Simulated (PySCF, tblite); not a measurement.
# C8H7F: geometry, infrared bands and NMR shifts

Wanted: the infrared bands and NMR shifts of C8H7F (`C#C/C=C\C(F)=C/C=C`), by calculation.

Computed with tblite 0.8.0 and PySCF 2.14.0, with density-fitted response routines of our own, on a single molecule in the gas phase. Atoms count from 0, in the outputs and in this text.

### 1 Starting geometry

16 atoms, charge 0, multiplicity 1; geometry from: force field or distance geometry start.

Bonds of the start (Å): C0–C1 1.22, C1–C2 1.43, C2–C3 1.33, C3–C4 1.45, C4–F5 1.37, C4–C6 1.32, C6–C7 1.46, C7–C8 1.32, C0–H9 1.07, C2–H10 1.08, C3–H11 1.08, C6–H12 1.08, C7–H13 1.06, C8–H14 1.08, C8–H15 1.10.

### 2 Optimising the geometry with GFN2-xTB

The job: settings as JSON, then the geometry in Å.

```
{"job": {"kind": "relax", "xc": "GFN2-xTB", "basis": "xTB"}, "charge": 0, "multiplicity": 1}
C      3.426200    -0.484100    -1.639000
C      2.866900     0.061400    -0.703400
C      2.216300     0.690200     0.410200
C      0.895500     0.677600     0.574400
C      0.113300    -0.052600    -0.406100
F      0.691800    -0.676200    -1.484200
C     -1.198300    -0.121700    -0.319200
C     -1.962200     0.490100     0.764600
C     -3.271400     0.324400     0.728100
H      3.910700    -0.947600    -2.468900
H      2.842400     1.217600     1.120400
H      0.466000     1.170700     1.438800
H     -1.743900    -0.671800    -1.072200
H     -1.549700     1.046700     1.566300
H     -3.806700    -0.212300    -0.040100
H     -3.904300     0.764000     1.519000
```

The run is started by

```
$ OMP_NUM_THREADS=1 python probes_run.py task.json out
```

The driver reads the jobs from task.json and runs them one after another.

**Question.** This job is followed by: GFN2-xTB harmonic vibrations, gas phase; GIAO PBE0/pcSseg-1 NMR shielding, non-relativistic, gas phase. Predict these results of the whole session: strongest single infrared mode (GFN2-xTB); zero-point energy (GFN2-xTB); 13C shifts against TMS (PBE0/pcSseg-1); 1H shifts against TMS (PBE0/pcSseg-1); 19F shifts against CFCl3 (PBE0/pcSseg-1); surface potential, 1st and 99th percentile.

The runs gave:

| quantity | value |
| --- | --- |
| strongest single infrared mode (GFN2-xTB) | 1141 cm⁻¹, 60 km/mol |
| zero-point energy (GFN2-xTB) | 73.1 kcal/mol |
| 13C shifts against TMS (PBE0/pcSseg-1) | 169.3, 136.9, 134.5, 126.2, 123.7, 116.5, 102.8, 86.1 ppm |
| 1H shifts against TMS (PBE0/pcSseg-1) | 6.74, 6.70, 6.18, 5.81, 5.60, 5.47, 3.53 ppm |
| 19F shifts against CFCl3 (PBE0/pcSseg-1) | -112.0 ppm |
| surface potential, 1st and 99th percentile | -1.11 V and 1.39 V |

What this shows: Over 53 steps the energy fell by 0.469 eV; of the close pairs, C4–C6 changed most, 1.316 to 1.349 Å. No mode is imaginary among the 42: a minimum at this level. The strongest single mode, at 1141 cm⁻¹, is spread over many atoms; the largest shares are those of C4, H10. GFN2-xTB is a fitted tight-binding method: band positions and strengths are rough. Its intensities can rank the bands wrongly. At PBE0/pcSseg-1: The widest tensor belongs to C1: span 296 ppm, with a paramagnetic part of -151 ppm. By nearest atom (PBE0/pcSseg-1), the HOMO sits on C6, C8 about 17 % each; C0, C2, C4 about 12 % each and the LUMO on C2 18 %; C3, C6 about 14 % each.
